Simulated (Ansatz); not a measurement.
A calculation with Ansatz 0.2.0 of Ba4As (ASE script, structure from a CIF):

File run.py:

```python
import json

import ase.io
import numpy as np

import ansatz as az

atoms = ase.io.read("Ba4As.cif")
atoms.info.pop("occupancy", None)

calculation = (
    az.Crystal.from_ase(atoms)
    .calculation()
    .kpoints(3, 3, 3)
    .functional("r2scan", dispersion="rvv10")
    .pseudopotentials(kind="paw")
    .scf(extra_bands=12)
    .occupations(method="gaussian", width=0.01)
    .density()
    .potential()
    .output_files(volumetric_format="npy")
    .electron_localization_function()
    .density_of_states(energy_step=0.05, projected=False, nscf_kmesh=(5, 5, 5))
    .forces()
    .stress()
    .band_table(publish=True)
)
outcome = calculation.run(threads=2, events_out="events.jsonl")

report = outcome.report
for line in open("events.jsonl"):
    event = json.loads(line)
    if event["event"] == "scf_iter":
        d = event["data"]
        print(f"SCF {d['iter']:3d}  HF = {d['harris_foulkes_ev']:.6f} eV  dr2 = {d['dr2_ev']:.2e} eV")
    elif event["event"] in ("relax_step", "md_step"):
        d = event["data"]
        print(f"{event['event']} {d['step']:3d}  E = {d['lagrangian_ev']:.6f} eV")
np.set_printoptions(precision=5, suppress=True, linewidth=110)
print("converged:", report["converged"], "after", report["n_iterations"], "iterations")
print(f"free energy {report['free_energy_ev']:.6f} eV, Fermi level {report['fermi_energy_ev']:.4f} eV")
for key in ("band_edges_ev", "magnetization_mub", "site_moments_mub", "site_moments_nc_mub", "forces_ev_ang",
                "stress_gpa", "kpoints_frac", "eigenvalues_ev"):
    if report.get(key) is not None:
        print(key, np.array(report[key]), sep="\n")
```

Contents of Ba4As.cif:

```cif
data_Ba4As
_cell_length_a 7.92769829
_cell_length_b 7.92769829
_cell_length_c 7.11930617
_cell_angle_alpha 90.00000000
_cell_angle_beta 90.00000000
_cell_angle_gamma 120.00000000
_space_group_name_H-M_alt 'P6/mmm'
_space_group_name_Hall '-P 6 2'
_space_group_IT_number 191
loop_
_space_group_symop_operation_xyz
'x,y,z'
'-x,-y,-z'
'x-y,x,z'
'-x+y,-x,-z'
'-y,x-y,z'
'y,-x+y,-z'
'-x,-y,z'
'x,y,-z'
'-x+y,-x,z'
'x-y,x,-z'
'y,-x+y,z'
'-y,x-y,-z'
'-y,-x,-z'
'y,x,z'
'-x,-x+y,-z'
'x,x-y,z'
'-x+y,y,-z'
'x-y,-y,z'
'y,x,-z'
'-y,-x,z'
'x,x-y,-z'
'-x,-x+y,z'
'x-y,-y,-z'
'-x+y,y,z'
loop_
_atom_site_label
_atom_site_type_symbol
_atom_site_symmetry_multiplicity
_atom_site_Wyckoff_symbol
_atom_site_fract_x
_atom_site_fract_y
_atom_site_fract_z
_atom_site_occupancy
Ba1 Ba 4 h 0.3333333333 0.6666666667 0.3055290700 1
As1 As 1 a 0.0000000000 0.0000000000 0.0000000000 1
```

Potentials or basis: Ansatz PAW.

Command:

```console
$ python run.py
```

The cell isn't the ideal one: as made, not relaxed: random cell by space group and Wyckoff sites (P6/mmm, No. 191).

The cell was built by a generator and needn't be a form met in nature.

Problem. Write the same calculation in another form: native input, structure typed inline.

Solution. As run:

The input input.yaml:

```yaml
crystal:
  lattice:
    - [7.92769829, 0.0, 0.0]
    - [-3.963849145, 6.8655881127, 0.0]
    - [0.0, 0.0, 7.11930617]
  atoms:
    - { symbol: Ba, position: [0.3333333333, 0.6666666667, 0.30552907] }
    - { symbol: Ba, position: [0.6666666667, 0.3333333333, 0.69447093] }
    - { symbol: Ba, position: [0.6666666666, 0.3333333333, 0.30552907] }
    - { symbol: Ba, position: [0.3333333334, 0.6666666667, 0.69447093] }
    - { symbol: As, position: [0.0, 0.0, 0.0] }
hamiltonian:
  xc: r2scan
  pseudopotentials: { kind: paw }
  dispersion: rvv10
kpoints:
  mp_grid: { grid: [3, 3, 3] }
scf:
  occupations: { method: gaussian, width: 0.01 }
  n_extra_bands: 12
output:
  forces: true
  stress: true
  eigenvalues: true
  dos: { projected: false, de: 0.05, nscf_kmesh: { grid: [5, 5, 5] } }
```

Potentials or basis: Ansatz PAW.

Launch:

```bash
$ ansatz run input.yaml --threads 2 --pin off --max-ram 5120MiB --backend cpu --events-out ev --progress --plain --runs-dir out
```

Both were run:

|  | ASE script, structure from a CIF | native input, structure typed inline |
| --- | --- | --- |
| Pressure | -0.2 GPa | -0.2 GPa |
| Largest force | 3.981 eV/Å | 3.981 eV/Å |
| Band gap on the k mesh | none (metal or under the smearing width) | none (metal or under the smearing width) |
| Density of states at the Fermi level | 17.38 states/eV per cell | 17.38 states/eV per cell |

Keys that steer only the numerical path or the files written may differ.

Caveat: the PAW data sets come from PBE, with cores solved anew for the run's functional, which leaves a small shift of forces and pressure; forces of over 1 eV/Å show positions far from the minimum, so gaps and moduli don't describe the material at rest.
